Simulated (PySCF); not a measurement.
# C6H9FO: magnetic properties

Aim: compute the magnetic properties of C6H9FO (`CO[C@H](F)C1=CCC1`).

Programs: PySCF 2.14.0, with routines of our own; each step states its level. All values are computed. Atoms count from 0.

## Step 1: The system as given

17 atoms, charge 0, multiplicity 1; geometry from: GFN2-xTB.

## Step 2: Magnetic properties: GIAO PBE/pcSseg-1

Job settings and geometry (Å):

```
{"job": {"kind": "mag", "xc": "PBE", "basis": "pcSseg-1", "isotopologues": 2}, "charge": 0, "multiplicity": 1}
C      2.941316     0.366468     0.344947
O      1.541188     0.316051     0.541655
C      0.821604    -0.044809    -0.569831
F      0.936087     0.953917    -1.544071
C     -0.612913    -0.219078    -0.209961
C     -1.471368    -1.237019    -0.253231
C     -2.610641    -0.436784     0.313869
C     -1.614129     0.749965     0.361938
H      3.372606     0.611562     1.312477
H      3.320519    -0.603419     0.003589
H      3.207878     1.135403    -0.385467
H      1.227368    -0.952449    -1.058131
H     -1.403683    -2.262381    -0.567725
H     -2.969789    -0.771078     1.285101
H     -3.456619    -0.298932    -0.356527
H     -1.861633     1.587510    -0.286650
H     -1.374788     1.117105     1.357031
```

Level: GIAO PBE/pcSseg-1 magnetisability, rotational g tensor and spin-rotation constants, non-relativistic, gas phase.

Launch:

```sh
$ OMP_NUM_THREADS=1 python excited_run.py task.json out
```

One launch serves the whole session: the jobs run in the order shown.

Log:

```text
coarse grid: 14272 points
cycle   1  E = -408.2984477663  dE =  9.599e-01  |g| = 8.403e-01  |ddm| = 3.743e+00
cycle   2  E = -408.0023890885  dE =  2.961e-01  |g| = 1.515e+00  |ddm| = 2.009e+00
cycle   3  E = -408.4341411964  dE = -4.318e-01  |g| = 1.578e-01  |ddm| = 1.393e+00
cycle   4  E = -408.4382621900  dE = -4.121e-03  |g| = 7.427e-02  |ddm| = 1.714e-01
cycle   5  E = -408.4392229233  dE = -9.607e-04  |g| = 2.042e-02  |ddm| = 6.963e-02
cycle   6  E = -408.4392823174  dE = -5.939e-05  |g| = 9.363e-03  |ddm| = 2.365e-02
cycle   7  E = -408.4392999139  dE = -1.760e-05  |g| = 1.953e-03  |ddm| = 9.704e-03
cycle   8  E = -408.4393005971  dE = -6.832e-07  |g| = 8.036e-04  |ddm| = 2.076e-03
final grid: 138408 points
cycle   9  E = -408.5299689286  dE = -3.272e-05  |g| = 1.989e-02  |ddm| = 4.684e-02
cycle  10  E = -408.5297974346  dE =  1.715e-04  |g| = 3.600e-02  |ddm| = 3.974e-02
cycle  11  E = -408.5300471880  dE = -2.498e-04  |g| = 3.906e-03  |ddm| = 2.709e-02
cycle  12  E = -408.5300506092  dE = -3.421e-06  |g| = 1.048e-03  |ddm| = 4.478e-03
cycle  13  E = -408.5300508169  dE = -2.077e-07  |g| = 4.308e-04  |ddm| = 1.158e-03
cycle  14  E = -408.5300508603  dE = -4.333e-08  |g| = 9.892e-05  |ddm| = 4.181e-04
cycle  15  E = -408.5300508620  dE = -1.761e-09  |g| = 3.247e-05  |ddm| = 9.992e-05
cycle  16  E = -408.5300508622  dE = -1.668e-10  |g| = 9.321e-06  |ddm| = 3.032e-05
converged SCF energy = -408.5300508622

Magnetisability tensor (1e-30 J/T^2)
    -1132.49        3.49       -0.42
        3.49    -1055.46       46.52
       -0.42       46.52    -1121.93
isotropic -1103.29   principal values   -1146.16  -1132.29  -1031.43
isotropic susceptibility -66.442 1e-6 cm^3/mol

Inertial axes            a          b          c
rot. const./GHz      4.6219     1.1799     1.1199
chi total           -68.010    -69.004    -62.312
chi diamagnetic    -356.863  -1143.244  -1177.115
chi paramagnetic    288.853   1074.240   1114.803
quadrupole/D A        7.794     -7.422     -0.371
g nuclear            0.5877     0.5909     0.5765
g electronic        -0.6272    -0.5955    -0.5865
g total             -0.0395    -0.0046    -0.0100

Spin-rotation constants (kHz, H = +C I.J)
atom  isotope        aa         bb         cc
  3    19F        5.928      0.896      0.886
  8     1H       -0.410     -0.005     -0.067
  9     1H       -0.453     -0.127      0.049
 10     1H       -0.350      0.020     -0.097
 11     1H       -0.304     -0.138      0.074
 12     1H       -0.432     -0.136      0.107
 13     1H       -0.332      0.004     -0.120
 14     1H       -0.100     -0.051     -0.123
 15     1H       -0.509      0.005     -0.071
 16     1H       -0.474     -0.047     -0.030
  0    13C*       0.663      0.303      0.253
  1    17O*      -0.892     -0.105     -0.117
  2    13C*       1.485      0.326      0.330
  4    13C*       1.951      0.216      0.514
  5    13C*       1.821      0.196      0.486
  6    13C*       0.928      0.167      0.176
  7    13C*       0.744      0.180      0.208
* in the singly substituted isotopologue

Isotopologues: g along a, b, c
2H    at 8,9,10,11,12,1    -0.0334    -0.0039    -0.0087
13C   at 0                 -0.0394    -0.0045    -0.0099
```

It took 65 s on 1 thread of Arm Neoverse N1, shared host; peak memory 0.62 GiB.

In short:

```tsv
quantity	value
magnetisability	-1103·10⁻³⁰ J/T²
molar susceptibility	-66.4·10⁻⁶ cm³/mol
rotational g (a, b, c)	-0.0395, -0.0046, -0.0100
```

## Step 3: Magnetic properties: GIAO HSE06/3-21G

The job, as its differences from that of step 2:

```diff
@@ -1,2 +1,2 @@
-{"job": {"kind": "mag", "xc": "PBE", "basis": "pcSseg-1", "isotopologues": 2}, "charge": 0, "multiplicity": 1}
+{"job": {"kind": "mag", "xc": "HSE06", "basis": "3-21G"}, "charge": 0, "multiplicity": 1}
 C      2.941316     0.366468     0.344947
```

Level: GIAO HSE06/3-21G magnetisability, rotational g tensor and spin-rotation constants, non-relativistic, gas phase.

Log:

```text
coarse grid: 14272 points
cycle   1  E = -406.2435585690  dE =  1.020e+00  |g| = 6.862e-01  |ddm| = 4.114e+00
cycle   2  E = -406.1703353224  dE =  7.322e-02  |g| = 9.664e-01  |ddm| = 1.578e+00
cycle   3  E = -406.3337261172  dE = -1.634e-01  |g| = 5.156e-02  |ddm| = 8.969e-01
cycle   4  E = -406.3341354819  dE = -4.094e-04  |g| = 3.262e-02  |ddm| = 1.056e-01
cycle   5  E = -406.3343596384  dE = -2.242e-04  |g| = 9.519e-03  |ddm| = 4.357e-02
cycle   6  E = -406.3343810656  dE = -2.143e-05  |g| = 2.189e-03  |ddm| = 1.254e-02
cycle   7  E = -406.3343821980  dE = -1.132e-06  |g| = 9.522e-04  |ddm| = 3.788e-03
final grid: 138408 points
cycle   8  E = -406.3859907534  dE = -3.861e-05  |g| = 8.919e-03  |ddm| = 2.783e-02
cycle   9  E = -406.3859798628  dE =  1.089e-05  |g| = 1.222e-02  |ddm| = 1.988e-02
cycle  10  E = -406.3860051371  dE = -2.527e-05  |g| = 7.969e-04  |ddm| = 1.183e-02
cycle  11  E = -406.3860052717  dE = -1.346e-07  |g| = 2.167e-04  |ddm| = 1.008e-03
cycle  12  E = -406.3860052794  dE = -7.658e-09  |g| = 1.252e-04  |ddm| = 3.258e-04
cycle  13  E = -406.3860052831  dE = -3.759e-09  |g| = 2.307e-05  |ddm| = 1.527e-04
cycle  14  E = -406.3860052833  dE = -1.133e-10  |g| = 7.788e-06  |ddm| = 3.398e-05
converged SCF energy = -406.3860052833

Magnetisability tensor (1e-30 J/T^2)
    -1194.13        0.04        9.68
        0.04    -1112.11       34.39
        9.68       34.39    -1142.40
isotropic -1149.54   principal values   -1196.46  -1162.77  -1089.40
isotropic susceptibility -69.227 1e-6 cm^3/mol

Inertial axes            a          b          c
rot. const./GHz      4.6219     1.1799     1.1199
chi total           -71.835    -69.935    -65.912
chi diamagnetic    -355.255  -1140.525  -1175.186
chi paramagnetic    283.420   1070.590   1109.275
quadrupole/D A        8.604     -8.499     -0.105
g nuclear            0.5877     0.5909     0.5765
g electronic        -0.6154    -0.5935    -0.5836
g total             -0.0277    -0.0025    -0.0071

Spin-rotation constants (kHz, H = +C I.J)
atom  isotope        aa         bb         cc
  3    19F        3.625      0.719      0.551
  8     1H       -0.450     -0.015     -0.075
  9     1H       -0.508     -0.136      0.036
 10     1H       -0.404      0.007     -0.105
 11     1H       -0.353     -0.145      0.057
 12     1H       -0.460     -0.147      0.090
 13     1H       -0.386     -0.004     -0.128
 14     1H       -0.162     -0.057     -0.132
 15     1H       -0.552     -0.002     -0.082
 16     1H       -0.519     -0.051     -0.042
  0    13C*       0.478      0.227      0.186
  1    17O*      -0.621     -0.069     -0.067
  2    13C*       1.160      0.248      0.259
  4    13C*       1.545      0.159      0.420
  5    13C*       1.483      0.141      0.395
  6    13C*       0.681      0.127      0.118
  7    13C*       0.501      0.137      0.158
* in the singly substituted isotopologue
```

Run time: 31 s. Hardware: 1 thread of Arm Neoverse N1, shared host; peak memory 0.61 GiB.

From this job:

```tsv
quantity	value
magnetisability	-1150·10⁻³⁰ J/T²
molar susceptibility	-69.2·10⁻⁶ cm³/mol
rotational g (a, b, c)	-0.0277, -0.0025, -0.0071
```

## Step 4: Magnetic properties: GIAO LDA/6-31++G**

The job, as its differences from that of step 3:

```diff
@@ -1,2 +1,2 @@
-{"job": {"kind": "mag", "xc": "HSE06", "basis": "3-21G"}, "charge": 0, "multiplicity": 1}
+{"job": {"kind": "mag", "xc": "LDA", "basis": "6-31++G**", "scf": {"diis": false, "max_cycle": 98}}, "charge": 0, "multiplicity": 1}
 C      2.941316     0.366468     0.344947
```

Level: GIAO LDA/6-31++G** magnetisability, rotational g tensor and spin-rotation constants, non-relativistic, gas phase.

Log:

```text
final grid: 138408 points
cycle   1  E = -405.5831119568  dE =  9.660e-01  |g| = 7.890e-01  |ddm| = 6.762e+00
cycle   2  E = -405.2453881730  dE =  3.377e-01  |g| = 1.514e+00  |ddm| = 2.549e+01
cycle   3  E = -404.3636996874  dE =  8.817e-01  |g| = 2.593e+00  |ddm| = 2.654e+01
cycle   4  E = -395.7823018827  dE =  8.581e+00  |g| = 5.180e+00  |ddm| = 1.896e+02
cycle   5  E = -380.5670171784  dE =  1.522e+01  |g| = 9.032e+00  |ddm| = 1.433e+02
cycle   6  E = -313.7205817642  dE =  6.685e+01  |g| = 1.252e+01  |ddm| = 1.104e+04
cycle   7  E = -254.5260524753  dE =  5.919e+01  |g| = 1.482e+01  |ddm| = 1.107e+04
cycle   8  E = -137.3641555785  dE =  1.172e+02  |g| = 1.866e+01  |ddm| = 6.980e+02
cycle   9  E = -15.1752723885  dE =  1.222e+02  |g| = 1.876e+01  |ddm| = 7.199e+02
cycle  10  E = -103.6270952341  dE = -8.845e+01  |g| = 1.853e+01  |ddm| = 1.640e+03
[... 78 cycles left out ...]
cycle  89  E = -25.2858808581  dE =  1.926e+01  |g| = 1.738e+01  |ddm| = 1.653e+03
cycle  90  E = -44.5502195937  dE = -1.926e+01  |g| = 1.877e+01  |ddm| = 1.653e+03
cycle  91  E = -25.2858808581  dE =  1.926e+01  |g| = 1.738e+01  |ddm| = 1.653e+03
cycle  92  E = -44.5502195938  dE = -1.926e+01  |g| = 1.877e+01  |ddm| = 1.653e+03
cycle  93  E = -25.2858808580  dE =  1.926e+01  |g| = 1.738e+01  |ddm| = 1.653e+03
cycle  94  E = -44.5502195938  dE = -1.926e+01  |g| = 1.877e+01  |ddm| = 1.653e+03
cycle  95  E = -25.2858808578  dE =  1.926e+01  |g| = 1.738e+01  |ddm| = 1.653e+03
cycle  96  E = -44.5502195938  dE = -1.926e+01  |g| = 1.877e+01  |ddm| = 1.653e+03
cycle  97  E = -25.2858808581  dE =  1.926e+01  |g| = 1.738e+01  |ddm| = 1.653e+03
cycle  98  E = -44.5502195938  dE = -1.926e+01  |g| = 1.877e+01  |ddm| = 1.653e+03
SCF not converged, last energy = -44.5502195938
```

Run time: 4 min. Hardware: 1 thread of Arm Neoverse N1, shared host; peak memory 0.61 GiB.

**What went wrong.** The SCF swings between two densities 19.26 Eh apart: plain iteration without DIIS overshoots. The remedy is to turn DIIS on. Numbers printed on the way are no properties of the molecule.

## Step 5: The levels compared

```tsv
level	ξ (10⁻³⁰ J/T²)	g(a)	g(b)	gap (eV)	functions	time
GIAO PBE/pcSseg-1	-1103	-0.0395	-0.0046	5.28	181	65 s
GIAO HSE06/3-21G	-1150	-0.0277	-0.0025	6.89	90	31 s
```

## Step 6: Summary of results

| quantity | value |
| --- | --- |
| magnetisability (step 2, GIAO PBE/pcSseg-1) | -1103·10⁻³⁰ J/T² |
| molar susceptibility (step 2, GIAO PBE/pcSseg-1) | -66.4·10⁻⁶ cm³/mol |
| rotational g (a, b, c) (step 2, GIAO PBE/pcSseg-1) | -0.0395, -0.0046, -0.0100 |
| magnetisability over the levels | -1150 to -1103·10⁻³⁰ J/T² |
| runs | 1 failed, 0 ended on unsound input |

In words: The magnetisability spreads by 4.1 % over 2 levels, from GIAO HSE06/3-21G (31 s) to GIAO PBE/pcSseg-1 (65 s); the runs took 31 s to 65 s. Two levels can agree by chance, so this spread shows no convergence. Vibrational averaging and real surroundings are missing from these values.
